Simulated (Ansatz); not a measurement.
# C₃H₉BFNO: vertical ionisation energy

How much energy removes an electron from C₃H₉BFNO at fixed geometry? The cation is run at each level and the neutral's energy taken from earlier runs.

Program: Ansatz 0.2.0, Gaussian basis. Level of theory: unrestricted cation, the program's frozen cores in correlated methods. These are calculated values, not measurements.

The runs, in order: UKS PBE-D4/def2-TZVPP; UKS r2SCAN-D4/def2-TZVPP; UKS PBE0-D4/def2-TZVPP; UKS B3LYP-D4/def2-TZVPP; UKS wB97X-V/def2-TZVPP; UKS wB97M-V/def2-TZVPP; UKS B2PLYP/def2-TZVPP; UHF-CCSD(T)/def2-TZVPP; UHF-MP2/def2-QZVPP; extrapolation to the limit; then −ε(HOMO) from the neutral's earlier runs with LDA (SPW92), PBE-D4, revPBE-D4, BLYP-D4, r2SCAN-D4, B97M-V, PBE0-D4, B3LYP-D4, r2SCANh-D4, r2SCAN0-D4, HSE06-D4, BHLYP-D4, CAM-B3LYP-D4, LC-ωPBE, ωB97X-V, ωB97M-V.

## 1. Structure used throughout

The geometry comes from an earlier relaxation with PBE0-D4/def2-TZVP; it is a stationary point, not always the lowest conformer.

SMILES `CC(C)OB(N)F`, 16 atoms, charge 0, spin multiplicity 1.

Atoms are counted from 1 here; the program's logs count them from 0.

Bond lengths: C1–C2 1.515 Å, C1–H8 1.093 Å, C1–H9 1.093 Å, C1–H10 1.092 Å, C2–C3 1.512 Å, C2–O4 1.426 Å, C2–H11 1.096 Å, C3–H12 1.091 Å, C3–H13 1.092 Å, C3–H14 1.093 Å, O4–B5 1.358 Å, B5–N6 1.401 Å, B5–F7 1.347 Å, N6–H15 1.003 Å, N6–H16 1.003 Å. Angles: C2–C1–H8 110.2°, C2–C1–H9 110.6°, C2–C1–H10 110.8°, H8–C1–H9 108.5°, H8–C1–H10 108.6°, H9–C1–H10 108.1°, C1–C2–C3 112.6°, C1–C2–O4 109.7°, C1–C2–H11 109.0°, C3–C2–O4 107.4°, C3–C2–H11 109.3°, O4–C2–H11 108.8°, C2–C3–H12 110.7°, C2–C3–H13 110.5°, C2–C3–H14 110.3°, H12–C3–H13 108.5°, H12–C3–H14 108.3°, H13–C3–H14 108.5° and more.

## 2. Cation, UKS PBE-D4/def2-TZVPP

File in.yaml:

```yaml
crystal:
  periodic: [false, false, false]
  atoms:
    - {symbol: C, position_ang: [-0.512014, -1.672680, -0.160411]}
    - {symbol: C, position_ang: [0.062749, -0.495143, 0.599744]}
    - {symbol: C, position_ang: [1.383741, -0.819881, 1.259715]}
    - {symbol: O, position_ang: [0.289441, 0.591261, -0.296351]}
    - {symbol: B, position_ang: [-0.692129, 1.473625, -0.614651]}
    - {symbol: N, position_ang: [-0.453515, 2.510534, -1.526717]}
    - {symbol: F, position_ang: [-1.912723, 1.371647, -0.054114]}
    - {symbol: H, position_ang: [0.176974, -1.985182, -0.949154]}
    - {symbol: H, position_ang: [-0.676692, -2.519063, 0.510515]}
    - {symbol: H, position_ang: [-1.468224, -1.409876, -0.617195]}
    - {symbol: H, position_ang: [-0.655835, -0.178529, 1.364260]}
    - {symbol: H, position_ang: [1.774415, 0.051081, 1.788744]}
    - {symbol: H, position_ang: [1.263151, -1.635403, 1.976077]}
    - {symbol: H, position_ang: [2.117381, -1.123671, 0.508970]}
    - {symbol: H, position_ang: [0.436034, 2.636004, -1.972416]}
    - {symbol: H, position_ang: [-1.155756, 3.182675, -1.772617]}
basis:
  gaussian: {orbitals: def2-TZVPP}
total_charge: 1
magnetization: {spin_polarized: true, initial_magnetization: 1}
hamiltonian: {xc: pbe, dispersion: d4}
```

Run with:

```bash
> ansatz run in.yaml --threads 2 --pin off --events-out ev --progress --plain --max-ram 20480MiB --backend cuda --devices 0, --max-vram 18GiB
```

After this run come: Cation, UKS r2SCAN-D4/def2-TZVPP; Cation, UKS PBE0-D4/def2-TZVPP; Cation, UKS B3LYP-D4/def2-TZVPP; Cation, UKS wB97X-V/def2-TZVPP; Cation, UKS wB97M-V/def2-TZVPP; Cation, UKS B2PLYP (frozen core)/def2-TZVPP; Cation, UHF-CCSD(T)/def2-TZVPP; Cation, UHF-MP2/def2-QZVPP.

Before running them: what should the planned runs give, taken together? Wanted: ionisation energy, CCSD(T)/CBS; nearest functional by difference; nearest −ε(HOMO); −ε(HOMO) of PBE; T1 of the cation.

The runs gave:

```
                        quantity               value
  ionisation energy, CCSD(T)/CBS            10.22 eV
nearest functional by difference  ωB97X-V (-0.23 eV)
                nearest −ε(HOMO)  ωB97X-V (-0.16 eV)
                 −ε(HOMO) of PBE             6.11 eV
                T1 of the cation               0.042
```

In words: Energy differences with functionals land within 0.96 eV of the reference. The PBE orbital energy is 4.1 eV too small: a semilocal HOMO is no ionisation energy. Among orbital estimates ωB97X-V comes nearest. Hartree-Fock falls 1.16 eV short, as the neutral has more correlation energy than the cation. The cation's T1 (from the report) is 0.042, near the customary mark of 0.045 for open shells, so the coupled-cluster value is less safe.
